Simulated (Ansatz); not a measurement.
# Fe2Co3: the cost of one run

Program: Ansatz 0.2.0. Level of theory: DFT PBE, scalar-relativistic, plane waves, PAW. These are calculated values, not measurements.

1 further run of the same task is left out (it didn't finish).

### 1 Starting point

It takes space group R-3m (No. 166, trigonal). Conventional cell: a = 4.013 Å, b = 4.013 Å, c = 12.226 Å, α = 90.00°, β = 90.00°, γ = 120.00°. Fe (site symmetry 3m) is surrounded by 5 Co at 2.43 to 2.46 Å and 3 Fe at 2.46 Å. Co (site symmetry 3m) is surrounded by 4 Fe at 2.43 to 2.46 Å and 4 Co at 2.45 to 2.47 Å. Co (site symmetry -3m) has 2 Fe at 2.45 Å and 6 Co at 2.45 Å as nearest neighbours.

Coordinates:

```cif
data_structure
_symmetry_space_group_name_H-M 'R-3m:H'
_symmetry_Int_Tables_number 166
_cell_length_a 4.0134
_cell_length_b 4.0134
_cell_length_c 12.2264
_cell_angle_alpha 90.000
_cell_angle_beta 90.000
_cell_angle_gamma 120.000
_cell_volume 170.55
loop_
_atom_site_label
_atom_site_type_symbol
_atom_site_symmetry_multiplicity
_atom_site_Wyckoff_symbol
_atom_site_fract_x
_atom_site_fract_y
_atom_site_fract_z
_atom_site_occupancy
Fe1 Fe 6 c 0.00000 0.00000 0.79961 1
Co1 Co 6 c 0.66667 0.33333 0.93436 1
Co2 Co 3 a 0.00000 0.00000 0.00000 1
```

It is the end of an earlier relaxation with the same method, from a generated guess; it needn't be the stable form of this composition. At a tolerance of 0.05 Å it has space group R-3m (No. 166); it has 11.37 Å³/atom, an uncorrected energy of +0.01 eV/atom over the elements.

### 2 Electronic structure at the relaxed geometry

input.yaml

```yaml
crystal:
  lattice:
    - [2.0066893721, 1.1585626492, 4.0754630957]
    - [-2.0066893721, 1.1585626492, 4.0754630957]
    - [0.0, -2.3171252984, 4.0754630957]
  atoms:
    - { symbol: Fe, position: [0.7996147707, 0.7996147707, 0.7996147707], spin: 2.87 }
    - { symbol: Fe, position: [0.2003852293, 0.2003852293, 0.2003852293], spin: 2.87 }
    - { symbol: Co, position: [0.6010232482, 0.6010232482, 0.6010232482], spin: 2.02 }
    - { symbol: Co, position: [0.0, 0.0, 0.0], spin: 2.06 }
    - { symbol: Co, position: [0.3989767518, 0.3989767518, 0.3989767518], spin: 2.02 }
basis:
  ecutwfc: 420
kpoints:
  mp_grid: { grid: [12, 12, 12] }
  band_path:
    path:
      - [[0.0, 0.0, 0.0], [0.5, 0.5, 0.5], [0.77945752, 0.22054248, 0.5]]
      - [[0.5, -0.22054248, 0.22054248], [0.5, 0.0, 0.0], [0.0, 0.0, 0.0], [0.36027124, -0.36027124, 0.0]]
      - [[0.63972876, 0.0, 0.36027124], [0.5, 0.0, 0.5], [0.0, 0.0, 0.0]]
    npoints: 14
hamiltonian:
  xc: pbe
scf:
  occupations: { method: gaussian, width: 0.1 }
  n_extra_bands: 12
output:
  forces: true
  stress: true
  eigenvalues: true
  populations: true
  dos: { projected: true, de: 0.02, nscf_kmesh: { grid: [15, 15, 15] } }
  bader: true
  write_density: true
  write_potential: true
  elf: true
  volumetric_format: npy
magnetization:
  spin_polarized: true
checkpoint:
  read: start.run
  write: ck
  compress: false
  write_wavefunctions: false
  write_every: 100000
```

Started as:

```console
$ ansatz run input.yaml --threads 4 --pin off --max-ram 8192MiB --backend cpu --events-out ev --progress --plain --runs-dir out
```

What time and memory should one allow on 4 threads of AMD EPYC (Zen 3), shared host?

About 98 s, with a peak of 1.1 GiB.
